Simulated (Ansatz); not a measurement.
# C2H5FOSi2: small, medium and large basis sets

The task here is to estimate one member of a computed series from the others.

Method: one geometry, several basis sets; program: Ansatz 0.2.0, Gaussian basis.

Plan: PBE0-D4/def2-SVP; ωB97M-V/def2-SVP; PBE0-D4/def2-QZVPP; ωB97M-V/def2-QZVPP; the functionals' def2-TZVPP values are taken from earlier runs.

## The geometry

The geometry comes from an earlier relaxation with PBE0-D4 in a triple-zeta def2 set; it is a stationary point, not always the lowest conformer.

SMILES `O[SiH2]C#C[SiH2]F`, 11 atoms, charge 0, spin multiplicity 1.

Atoms are counted from 1 here; the program's logs count them from 0.

Bond lengths: O1–Si2 1.639 Å, O1–H7 0.958 Å, Si2–C3 1.834 Å, Si2–H8 1.484 Å, Si2–H9 1.477 Å, C3–C4 1.215 Å, C4–Si5 1.819 Å, Si5–F6 1.596 Å, Si5–H10 1.478 Å, Si5–H11 1.479 Å. Angles: Si2–O1–H7 118.2°, O1–Si2–C3 111.3°, O1–Si2–H8 112.3°, O1–Si2–H9 106.3°, C3–Si2–H8 106.6°, C3–Si2–H9 109.2°, H8–Si2–H9 111.2°, Si2–C3–C4 178.9°, C3–C4–Si5 178.3°, C4–Si5–F6 109.2°, C4–Si5–H10 109.6°, C4–Si5–H11 109.7°, F6–Si5–H10 108.3°, F6–Si5–H11 108.2°, H10–Si5–H11 111.9°.

The first run:

File in.yaml:

```yaml
crystal:
  periodic: [false, false, false]
  atoms:
    - {symbol: O, position_ang: [-0.407200, -3.054829, 0.137251]}
    - {symbol: Si, position_ang: [0.659288, -2.024935, -0.562555]}
    - {symbol: C, position_ang: [0.284328, -0.281829, -0.130904]}
    - {symbol: C, position_ang: [0.020680, 0.873480, 0.137509]}
    - {symbol: Si, position_ang: [-0.341928, 2.599076, 0.583184]}
    - {symbol: F, position_ang: [-1.298743, 3.236439, -0.523483]}
    - {symbol: H, position_ang: [-1.340407, -2.932099, -0.042247]}
    - {symbol: H, position_ang: [0.633096, -2.108650, -2.043921]}
    - {symbol: H, position_ang: [1.990102, -2.381506, -0.030541]}
    - {symbol: H, position_ang: [0.914237, 3.378120, 0.614930]}
    - {symbol: H, position_ang: [-1.048152, 2.639732, 1.881580]}
basis:
  gaussian: {orbitals: def2-SVP}
hamiltonian: {xc: pbe0, dispersion: d4}
output: {orbitals: {seedname: orbitals}}
```

On the command line:

```sh
> ansatz run in.yaml --threads 4 --pin off --events-out ev --progress --plain --max-ram 10444MiB
```

Steps of the session up to this table: PBE0-D4 in def2-SVP; ωB97M-V in def2-SVP; PBE0-D4 in def2-QZVPP; ωB97M-V in def2-QZVPP.

One table of the session follows, with a row left open; its other results are not shown here.

It belongs to the step «Functionals by basis». 

```
functional       basis  HOMO (eV)
   PBE0-D4    def2-SVP      -8.49
   PBE0-D4  def2-TZVPP      -8.55
   PBE0-D4  def2-QZVPP      -8.56
   ωB97M-V    def2-SVP     -10.67
   ωB97M-V  def2-TZVPP          ?
   ωB97M-V  def2-QZVPP     -10.78
```

**Question.** Estimate the row for ωB97M-V, def2-TZVPP.

As computed: HOMO (eV): -10.76. In the column «HOMO (eV)» it lies between ωB97M-V, def2-QZVPP (-10.78) and ωB97M-V, def2-SVP (-10.67).
